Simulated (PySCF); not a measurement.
# K: excitation energy in aug-cc-pwCVTZ-X2C plus 1 even-tempered diffuse shell per l

Wanted: the excitation energy of potassium, up a ladder of methods.

Method: unrestricted determinants in a Gaussian basis, no spin-orbit coupling in the energies. Code: PySCF 2.14.0.

## 1. Starting point

* Element: potassium (Z = 19)
* Basis: aug-cc-pwCVTZ-X2C with one added diffuse shell each of s, p, d, f type (10s9p7d4f, 100 functions)
* Hamiltonian: the spin-free X2C one-electron Hamiltonian (Gaussian nucleus)
* State 1: K: [Ar] 4p1, 2P determinant (an excited configuration)
* Needed too, but not shown: K [Ar] 4s1 (2S)
* Methods: CCSD(T)
* Core shells frozen in the correlated runs: valence and next inner shell: [Ne] (for K)

Outer shells as boxes (Hund's rule):

K [Ar] 4p1
```
[Ar] core
4p [↑ ][  ][  ]
```

The runs were made by one driver on top of PySCF. The scripts below sum up each run's settings (the driver also hands on starting orbitals that pick excited configurations, and frozen orbitals as a list rather than a count), and the logs come from the driver's own runs. The driver starts from symmetry-adapted Hartree-Fock orbitals, holds the occupation by maximum overlap and uses a logarithmic radial grid for functionals, so a plain start would take other cycles.

The integrals over 100 functions and the set-up took 1.6 s of CPU time.

## 2. K [Ar] 4p1: CCSD(T) (valence and next inner shell)

**CCSD(T) (valence and next inner shell)**

input.py

```python
from pyscf import gto, scf, dft, mp, cc
import basis_set_exchange as bse
mol = gto.M(atom="K 0 0 0", charge=0, spin=1, symmetry="D2h",
            basis=gto.basis.parse(bse.get_basis("aug-cc-pwCVTZ-X2C", elements=["K"], fmt="nwchem", augment_diffuse=1)),
            nucmod="G")
mf = scf.UHF(mol).sfx2c1e()
mf.irrep_nelec = {'Ag': (3, 3), 'B1u': (2, 2), 'B2u': (3, 2), 'B3u': (2, 2)}
mf.kernel()
mycc = cc.CCSD(mf, frozen=5).run()
mycc.ccsd_t()
```

The log of the run:

```text
CC2 = 0
CCSD nocc = (np.int64(5), np.int64(4)), nmo = (95, 95)
frozen orbitals [[0, 1, 2, 3, 4], [0, 1, 2, 3, 4]]
max_cycle = 100
direct = 0
conv_tol = 1e-08
conv_tol_normt = 1e-06
diis_space = 8
diis_start_cycle = 0
Init t2, MP2 energy = -0.197508078794937
Init E_corr(UCCSD) = -0.197508078837906
cycle = 1  E_corr(UCCSD) = -0.210790713337088  dE = -0.0132826345  norm(t1,t2) = 0.0317753
cycle = 2  E_corr(UCCSD) = -0.213030580745824  dE = -0.00223986741  norm(t1,t2) = 0.0134267
cycle = 3  E_corr(UCCSD) = -0.214068139686417  dE = -0.00103755894  norm(t1,t2) = 0.00805247
cycle = 4  E_corr(UCCSD) = -0.213793431356328  dE = 0.00027470833  norm(t1,t2) = 0.00209195
cycle = 5  E_corr(UCCSD) = -0.213767752394214  dE = 2.56789621e-05  norm(t1,t2) = 0.000391132
cycle = 6  E_corr(UCCSD) = -0.213777919486038  dE = -1.01670918e-05  norm(t1,t2) = 9.87886e-05
cycle = 7  E_corr(UCCSD) = -0.213778110836517  dE = -1.91350478e-07  norm(t1,t2) = 2.2869e-05
cycle = 8  E_corr(UCCSD) = -0.213777895412174  dE = 2.15424343e-07  norm(t1,t2) = 5.15702e-06
cycle = 9  E_corr(UCCSD) = -0.213777909431053  dE = -1.40188797e-08  norm(t1,t2) = 9.59347e-07
cycle = 10  E_corr(UCCSD) = -0.21377791658806  dE = -7.15700665e-09  norm(t1,t2) = 2.59782e-07
UCCSD converged
E(UCCSD) = -601.6259274715574  E_corr = -0.21377791658806
UCCSD(T) correction = -0.00482391469869957
```

CPU time 43 s on a shared host, the integrals not counted.

CCSD correlation -0.21378 hartree, triples -0.00482; total -601.630751. T1 = 0.013, largest double amplitude 0.031.

## 3. Differences of total energies

Excitation energy: K [Ar] 4s1 (2S) → K [Ar] 4p1 (2P).

```
                                method  value (eV)  error (eV)
                                   UHF       1.420      -0.194
    MP2 (valence and next inner shell)       1.602      -0.013
SCS-MP2 (valence and next inner shell)       1.563      -0.052
   CCSD (valence and next inner shell)       1.597      -0.018
CCSD(T) (valence and next inner shell)       1.611      -0.003
```

Reference: 1.615 eV (measured; NIST levels, between the centres of gravity of the two terms). Errors of the correlated levels include the incompleteness of this basis.

The differences also use runs on K [Ar] 4s1 (2S), which are not shown here. The runs at UHF, MP2 (valence and next inner shell) are not shown; their differences are listed all the same.

## 4. Summary of results

```
                       quantity                                                                        value
excitation energy, K → [Ar] 4p1  UHF 1.420, CCSD(T) (valence and next inner shell) 1.611 eV; reference 1.615
```

Accuracy by level (over 1 difference):

```
                                method  mean absolute miss against the measured value (with the measured fine structure taken into account where it is known) (eV)
                                   UHF                                                                                                                       0.194
    MP2 (valence and next inner shell)                                                                                                                       0.013
SCS-MP2 (valence and next inner shell)                                                                                                                       0.052
   CCSD (valence and next inner shell)                                                                                                                       0.018
CCSD(T) (valence and next inner shell)                                                                                                                       0.003
```

In words: Against experiment CCSD(T) (valence and next inner shell) comes closest (off by 0.00 eV), level with MP2 (valence and next inner shell) and UHF is farthest (0.19 eV). All values hold for this basis alone; no basis-set limit was taken.
